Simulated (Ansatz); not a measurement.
The same calculation of CH7BSSi, SMILES BC([SiH3])S as a Python script and as an input file (the Ansatz DFT code, driven from Python).

Script `run_opt.py`:
```python
'''Geometry optimisation of CH7BSSi.'''

import itertools

import ansatz as az
from ase import Atoms
from ase.data import atomic_numbers, covalent_radii
import numpy as np

BASIS = 'def2-SVP'
XC = 'PBE'

atoms = Atoms(['B', 'C', 'Si', 'S', 'H', 'H', 'H', 'H', 'H', 'H', 'H'], positions=[
    (-0.9159, 1.0922, 0.1812),
    (-0.2775, -0.1833, -0.3887),
    (1.4612, -0.2586, 0.1966),
    (-1.0996, -1.6346, 0.1961),
    (-1.3869, 1.9375, -0.5985),
    (-1.0689, 1.3255, 1.3327),
    (-0.2516, -0.161, -1.4936),
    (2.17, -1.4608, -0.3184),
    (1.5218, -0.2713, 1.7229),
    (2.2322, 0.9201, -0.2468),
    (-2.3195, -1.3627, -0.5631),
])
ch7bssi = az.Crystal.molecule_from_ase(atoms)

model = ch7bssi.calculation().basis(gaussian=BASIS).functional(XC)
symbols = [site.symbol for site in ch7bssi.cartesian_sites]
start = np.array([site.position_ang for site in ch7bssi.cartesian_sites], dtype=float)
def progress(event):
    if event['event'] == 'relax_step':
        row = event['data']
        print(f'step {row["step"]:3d}  E = {row["lagrangian_ev"]:.6f} eV  largest force component {row["allowed_force_max_ev_ang"]:.4f} eV/A')


data = model.relax(force_tolerance=0.01).session().plan().execute(on_event=progress).report
end = np.array(data['positions_ang'])

for key in ('converged', 'free_energy_ev', 'reference_energy_ev', 'n_frozen', 'n_occupied', 'n_virtual'):
    print(f'{key:22s} {data[key]}')

# pairs closer than 1.2 times the sum of covalent radii, before or after
radius = [covalent_radii[atomic_numbers[s]] for s in symbols]
span = lambda where, i, j: np.linalg.norm(where[i] - where[j])
bonded = [(i, j) for i, j in itertools.combinations(range(len(symbols)), 2) if min(span(start, i, j), span(end, i, j)) < 1.2 * (radius[i] + radius[j])]
print('pair        before    after (A)')
for i, j in bonded:
    print(f'{symbols[i]}{i}-{symbols[j]}{j}'.ljust(10), f'{span(start, i, j):8.4f} {span(end, i, j):8.4f}')
with open('ch7bssi_opt.xyz', 'w') as handle:
    handle.write(f'{len(symbols)}\nrelaxed CH7BSSi\n')
    handle.writelines(f'{s:2s} {x:11.6f} {y:11.6f} {z:11.6f}\n' for s, (x, y, z) in zip(symbols, end))
```

```console
$ python run_opt.py
step   1  E = -20520.108359 eV  largest force component 2.5612 eV/A
step   2  E = -20520.381520 eV  largest force component 0.9486 eV/A
step   3  E = -20520.449728 eV  largest force component 0.3231 eV/A
step   4  E = -20520.465052 eV  largest force component 0.1805 eV/A
step   5  E = -20520.501152 eV  largest force component 0.4409 eV/A
step   6  E = -20520.560952 eV  largest force component 0.6459 eV/A
step   7  E = -20520.648770 eV  largest force component 0.6200 eV/A
step   8  E = -20520.773667 eV  largest force component 0.5214 eV/A
step   9  E = -20520.768099 eV  largest force component 0.9812 eV/A
step  10  E = -20520.823761 eV  largest force component 0.3682 eV/A
step  11  E = -20520.841703 eV  largest force component 0.4033 eV/A
step  12  E = -20520.851048 eV  largest force component 0.2372 eV/A
step  13  E = -20520.848630 eV  largest force component 0.3366 eV/A
step  14  E = -20520.854488 eV  largest force component 0.0387 eV/A
step  15  E = -20520.854737 eV  largest force component 0.0201 eV/A
step  16  E = -20520.854716 eV  largest force component 0.0243 eV/A
step  17  E = -20520.854807 eV  largest force component 0.0065 eV/A
converged              True
free_energy_ev         -20520.854844989528
reference_energy_ev    -20520.854844989528
n_frozen               0
n_occupied             [24, 24]
n_virtual              [75, 75]
pair        before    after (A)
B0-C1        1.5360   1.5791
B0-S3        2.7330   2.0722
B0-H4        1.2427   1.2173
B0-H5        1.1848   1.2179
C1-Si2       1.8361   1.8925
C1-S3        1.7675   1.8820
C1-H6        1.1054   1.1061
Si2-H7       1.4876   1.5065
Si2-H8       1.5276   1.5033
Si2-H9       1.4766   1.5044
S3-H10       1.4624   1.3644
```

`input.yaml`:
```yaml
crystal:
  periodic: [false, false, false]
  atoms:
    - { symbol: B, position_ang: [-0.9159, 1.0922, 0.1812] }
    - { symbol: C, position_ang: [-0.2775, -0.1833, -0.3887] }
    - { symbol: Si, position_ang: [1.4612, -0.2586, 0.1966] }
    - { symbol: S, position_ang: [-1.0996, -1.6346, 0.1961] }
    - { symbol: H, position_ang: [-1.3869, 1.9375, -0.5985] }
    - { symbol: H, position_ang: [-1.0689, 1.3255, 1.3327] }
    - { symbol: H, position_ang: [-0.2516, -0.161, -1.4936] }
    - { symbol: H, position_ang: [2.17, -1.4608, -0.3184] }
    - { symbol: H, position_ang: [1.5218, -0.2713, 1.7229] }
    - { symbol: H, position_ang: [2.2322, 0.9201, -0.2468] }
    - { symbol: H, position_ang: [-2.3195, -1.3627, -0.5631] }
basis:
  gaussian:
    orbitals: def2-SVP
hamiltonian:
  xc: pbe
relax:
  f_tol: 0.01
```

Caveats:
- Total energies depend on the basis set; only differences at equal settings carry meaning.
- The end point is the stationary point reached from this start; no frequency run checks that it is a minimum, and the basis set is modest.
- The bonding changed during the relaxation, so the end is another isomer than the start names.
- Run time: 110 s on 1 thread of Arm Neoverse N1, on a shared host, peak memory 0.23 GiB.
